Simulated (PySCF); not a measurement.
# doublet SnTe−: levels of theory compared

We compute a comparison of 6 runs (U-wB97X/def2-TZVPPD, UBHLYP/def2-TZVPPD, UM06-2X/def2-TZVPPD, UM06-L/def2-TZVPPD, UTPSS/def2-TZVPPD, USCS-MP2/def2-TZVPPD) of doublet SnTe−. Input form: a Python script.

The calculation is run with PySCF 2.14.0.

3 further runs of the same task are left out: 3 set aside as unsound or not needed.

**1. The molecule**

The species is SnTe− (2 atoms), meant as a doublet with charge -1. SMILES of the parent species: `[Sn][Te]`. Geometry: a GFN2-xTB relaxation, a rough one for these elements and not checked as a minimum. That shape belongs to the parent species and isn't relaxed for this state.

Bond lengths: Sn1–Te2 2.537 Å.

**2. A single-point energy at U-wB97X/def2-TZVPPD (core potential) (run 1)**

run.py

```python
from pyscf import gto, dft

system = gto.Mole()
system.atom = '''
Sn     0.000000     0.000000     0.000000
Te     0.000000     0.000000     2.536770
'''
system.basis = 'def2-tzvppd'
system.verbose = 3
system.spin = 1
system.max_memory = 1860
system.charge = -1
system.ecp = {'Sn': 'def2-svp', 'Te': 'def2-svp'}
system.build()

mf = dft.UKS(system)
mf.xc = 'wb97x'
mf.conv_tol = 1e-10
mf.grids.level = 5
mf.kernel()
if not mf.converged:
    mf = mf.newton().run(mf.mo_coeff, mf.mo_occ)

energy = mf.e_tot
print(f'total energy: {energy:.8f} hartree')
```

Command:

```
$ OMP_NUM_THREADS=1 python run.py
```

Log:

```text
WARN: HOMO -0.862270219575526 >= LUMO -0.862270219575525

converged SCF energy = -482.499467480494  <S^2> = 0.75603767  2S+1 = 2.0060286
total energy: -482.49946748 hartree
```

Wall time 60 s (1 thread of Arm Neoverse V1, shared host); peak memory 0.61 GiB.

**3. The energy at UBHLYP/def2-TZVPPD (core potential) (run 2)**

run.py

```python
from pyscf import gto, dft

system = gto.Mole()
system.atom = '''
Sn     0.000000     0.000000     0.000000
Te     0.000000     0.000000     4.793801
'''
system.max_memory = 1860
system.ecp = 'def2-svp'
system.verbose = 4
system.unit = 'bohr'
system.charge = -1
system.spin = 1
system.basis = 'def2-tzvppd'
system.build()

mf = dft.UKS(system)
mf.xc = 'bhandhlyp'
mf.conv_tol = 1e-10
mf.grids.level = 5
mf.kernel()
if not mf.converged:
    mf = mf.newton().run(mf.mo_coeff, mf.mo_occ)

e_tot = mf.e_tot
print('Final energy', e_tot)
```

Command:

```
$ OMP_NUM_THREADS=1 python run.py
```

Log:

```text
PySCF version 2.14.0

[... 49 lines left out ...]
[... the frontier-level lines of each cycle are left out ...]
[... 3 lines left out ...]
[... 5 lines left out ...]
[... 62 lines left out ...]
converged SCF energy = -482.294368473823  <S^2> = 0.75631382  2S+1 = 2.0063039
Final energy -482.29436847382317
```

Run time: 29 s. Hardware: 1 thread of Arm Neoverse V1, shared host; peak memory 0.6 GiB.

Run 3 isn't shown in full; the table further down has it.

**4. The energy at UM06-L/def2-TZVPPD (core potential) (run 4)**

run.py

```python
from pyscf import gto, dft

mol = gto.M(
    atom='''
Sn       0.000000       0.000000       0.000000
Te       0.000000       0.000000       2.536770
''',
    ecp={'Sn': 'def2-svp', 'Te': 'def2-svp'},
    spin=1,
    max_memory=1860,
    basis='def2-tzvppd',
    charge=-1,
    verbose=3,
)

myscf = dft.UKS(mol)
myscf.xc = 'm06-l'
myscf.conv_tol = 1e-10
myscf.grids.level = 5
myscf.kernel()
if not myscf.converged:
    myscf = myscf.newton().run(myscf.mo_coeff, myscf.mo_occ)

energy = myscf.e_tot
print('Final energy', energy)
```

Command:

```
$ OMP_NUM_THREADS=1 python run.py
```

Log:

```text
WARN: HOMO -0.910153740987561 >= LUMO -0.910153740987559

converged SCF energy = -482.736934178282  <S^2> = 0.75379527  2S+1 = 2.0037917
Final energy -482.7369341782821
```

It took 61 s on 1 thread of Arm Neoverse V1, shared host; peak memory 0.66 GiB.

Run 5 isn't shown in full; the table further down has it.

**5. A single-point energy at USCS-MP2/def2-TZVPPD (core potential) (run 6)**

input.py

```python
from pyscf import gto, mp

mol = gto.M(
    atom='Sn 0.000000 0.000000 0.000000; Te 0.000000 0.000000 2.536770',
    verbose=4,
    basis='def2-tzvppd',
    ecp='def2-svp',
    spin=1,
    max_memory=1860,
    charge=-1,
)

calc0 = mol.UHF()
calc0.conv_tol = 1e-10
calc0.kernel()
if not calc0.converged:
    calc0 = calc0.newton().run(calc0.mo_coeff, calc0.mo_occ)

pt = mp.MP2(calc0, frozen=8).run()
e_tot = calc0.e_tot + 1.2 * pt.e_corr_os + pt.e_corr_ss / 3
print('E(%s) = %.9f' % ('SCS-MP2', e_tot))
```

Command:

```
$ OMP_NUM_THREADS=1 python input.py
```

Log:

```text
PySCF version 2.14.0

[... 35 lines left out ...]
[... the frontier-level lines of each cycle are left out ...]
[... 84 lines left out ...]
converged SCF energy = -480.44383423389  <S^2> = 0.77458726  2S+1 = 2.024438
[... 1 line left out ...]
******** <class 'pyscf.mp.ump2.UMP2'> ********
nocc = (np.int64(16), np.int64(15)), nmo = (107, 107)
frozen orbitals 8
E(UMP2) = -481.205303947252  E_corr = -0.761469713361252
E(SCS-UMP2) = -481.11633909815  E_corr = -0.67250486425922
E_corr(same-spin) = -0.278375528970327
E_corr(oppo-spin) = -0.483094184390926
E(SCS-MP2) = -481.116339098
```

Wall time 10 s (1 thread of Arm Neoverse V1, shared host); peak memory 0.4 GiB.

**6. The series**

| run | level | integration grid | frozen core orbitals | energy (Eh) | HOMO energy (eV) | LUMO energy (eV) | ⟨S²⟩ | wall time |
| --- | --- | --- | --- | --- | --- | --- | --- | --- |
| 1 | U-wB97X/def2-TZVPPD (core potential) | 5 | – | -482.499467 | -1.21 | 3.74 | 0.756 | 60 s |
| 2 | UBHLYP/def2-TZVPPD (core potential) | 5 | – | -482.294368 | -0.04 | 2.78 | 0.756 | 29 s |
| 3 | UM06-2X/def2-TZVPPD (core potential) | 5 | – | -482.271618 | -0.24 | 2.83 | 0.763 | 62 s |
| 4 | UM06-L/def2-TZVPPD (core potential) | 5 | – | -482.736934 | 1.50 | 1.69 | 0.754 | 61 s |
| 5 | UTPSS/def2-TZVPPD (core potential) | 5 | – | -482.231465 | 1.33 | 1.53 | 0.755 | 56 s |
| 6 | USCS-MP2/def2-TZVPPD (core potential) | – | 8 | -481.116339 | -1.36 | 3.83 | 0.775 | 10 s |

**7. Summary of results**

| quantity | value |
| --- | --- |
| run 6: total energy | -481.11634 Eh |
| run 6: HOMO energy (Hartree–Fock orbitals) (highest over α and β) | -1.36 eV |
| run 6: LUMO energy (Hartree–Fock orbitals) (lowest over α and β) | 3.83 eV |
| run 6: correlation energy (8 core orbitals frozen) | -672.5 mEh |
| run 6: ⟨S²⟩ of the reference determinant | 0.775 |

In words: Totals of different functionals can't be ranked against each other. In runs 4, 5 the HOMO lies above zero, so the outermost electron may be held by the basis alone. All runs together took 4.6 min, the longest 62 s.
